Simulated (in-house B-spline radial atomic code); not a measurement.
# Tc¹⁰⁺: excited configurations

Aim: the energies of several excited configurations of Tc¹⁰⁺ above a reference configuration, each from its own self-consistent run.

The numbers are computed with in-house B-spline radial atomic code version 1 (Dirac-Hartree-Fock, average of configuration, Fermi nucleus, basis-set limit), except any that are marked as measured or tabulated.

## (1) The atom as given

```
element       : technetium (Z = 43)
charge        : +10
electrons     : 33
configuration : [Ar] 3d10 4s2 4p3
Hamiltonian   : Dirac-Coulomb
nucleus       : Fermi, rms radius 4.411 fm
```

Outer shells as boxes (Hund's rule):

[Ar] 3d10 4s2 4p3
```
[Ar] core
3d [↑↓][↑↓][↑↓][↑↓][↑↓]
4s [↑↓]
4p [↑ ][↑ ][↑ ]
```

The boxes draw the filling by Hund's rule, which heavy ions in jj coupling don't follow; these runs average over all states of the configuration.

Input settings:

```ini
Z = 43
electrons = 33.0
configuration = [Ar] 3d10 4s2 4p3
hamiltonian = dirac
method = hf
spin_polarised = False
nucleus = fermi
rms_radius = 4.411169945885085
mass_number = 97
atomic_mass = 96.90636072
speed_of_light = 137.035999084
```

This reference run was done before. Its total energy is -4254.095480 hartree, and its levels are (the highest eight at most):

```
orbital  occupation  energy (eV)  <r> (bohr)
  3s1/2           2      -756.23      0.4108
  3p1/2           2      -657.96      0.4057
  3p3/2           4      -637.16      0.4156
  3d3/2           4      -465.56      0.3921
  3d5/2           6      -461.60      0.3954
  4s1/2           2      -247.85      0.9770
  4p1/2           1      -217.21       1.023
  4p3/2           2      -213.25       1.040
```

## (2) Run with [Ar] 3d9 4s2 4p3 8g1

Input settings:

```ini
Z = 43
electrons = 33.0
configuration = [Ar] 3d9 4s2 4p3 8g1
hamiltonian = dirac
method = hf
spin_polarised = False
nucleus = fermi
rms_radius = 4.411169945885085
mass_number = 97
atomic_mass = 96.90636072
speed_of_light = 137.035999084
```

## (3) Run with [Ar] 3d10 4s1 4p3 7p1

The settings differ from step 2 so:

```diff
@@ -2,3 +2,3 @@
 electrons = 33.0
-configuration = [Ar] 3d9 4s2 4p3 8g1
+configuration = [Ar] 3d10 4s1 4p3 7p1
 hamiltonian = dirac
```

## (4) Configuration [Ar] 3d10 4s1 4p3 8p1

The settings differ from step 3 so:

```diff
@@ -2,3 +2,3 @@
 electrons = 33.0
-configuration = [Ar] 3d10 4s1 4p3 7p1
+configuration = [Ar] 3d10 4s1 4p3 8p1
 hamiltonian = dirac
```

## (5) Run with [Ar] 3d9 4s2 4p3 6g1

The settings differ from step 4 so:

```diff
@@ -2,3 +2,3 @@
 electrons = 33.0
-configuration = [Ar] 3d10 4s1 4p3 8p1
+configuration = [Ar] 3d9 4s2 4p3 6g1
 hamiltonian = dirac
```

## (6) [Ar] 3d10 4s2 4p2 7s1

The settings differ from step 5 so:

```diff
@@ -2,3 +2,3 @@
 electrons = 33.0
-configuration = [Ar] 3d9 4s2 4p3 6g1
+configuration = [Ar] 3d10 4s2 4p2 7s1
 hamiltonian = dirac
```

## (7) Run with [Ar] 3d9 4s2 4p3 7f1

The settings differ from step 6 so:

```diff
@@ -2,3 +2,3 @@
 electrons = 33.0
-configuration = [Ar] 3d10 4s2 4p2 7s1
+configuration = [Ar] 3d9 4s2 4p3 7f1
 hamiltonian = dirac
```

Before running: How far above the reference does each configuration lie (order and size, in eV)?

As calculated:

| net move | configuration | energy above the reference (eV) | with Breit, QED, recoil (eV) | largest <r> (bohr) |
| --- | --- | --- | --- | --- |
| 4p → 7s | [Ar] 3d10 4s2 4p2 7s1 | 163.14 | 163.05 | 4.42 |
| 4s → 7p | [Ar] 3d10 4s1 4p3 7p1 | 199.86 | 199.69 | 4.68 |
| 4s → 8p | [Ar] 3d10 4s1 4p3 8p1 | 212.72 | 212.55 | 6.42 |
| 3d → 6g | [Ar] 3d9 4s2 4p3 6g1 | 410.87 | 410.78 | 3.91 |
| 3d → 7f | [Ar] 3d9 4s2 4p3 7f1 | 420.91 | 420.82 | 5.63 |
| 3d → 8g | [Ar] 3d9 4s2 4p3 8g1 | 431.14 | 431.05 | 7.70 |

Quantum defects of the promoted electron, δ = n − ζ/√(−2ε) with ζ = 11 and ε its orbital energy in hartree:

| promotion | δ |
| --- | --- |
| 4p → 7s | 1.320 |
| 4s → 7p | 1.115 |
| 4s → 8p | 1.109 |
| 3d → 6g | 0.037 |
| 3d → 7f | 0.262 |
| 3d → 8g | 0.047 |

At the bottom stands 4p → 7s (163.14 eV), at the top 3d → 8g (431.14 eV). Koopmans' estimate of the ionisation threshold is 213.25 eV; 3 configurations exceed it by over 2 % and could autoionise. Of those tabulated, the defect is largest for 7s (1.32) and least for 6g (0.04): low angular momentum penetrates the core, high angular momentum stays outside it. Two partly filled shells share a symmetry and can mix in the average, which may lower the energy, for: 4s → 7p; 4s → 8p. These are averages over configurations, without correlation, not spectroscopic levels.
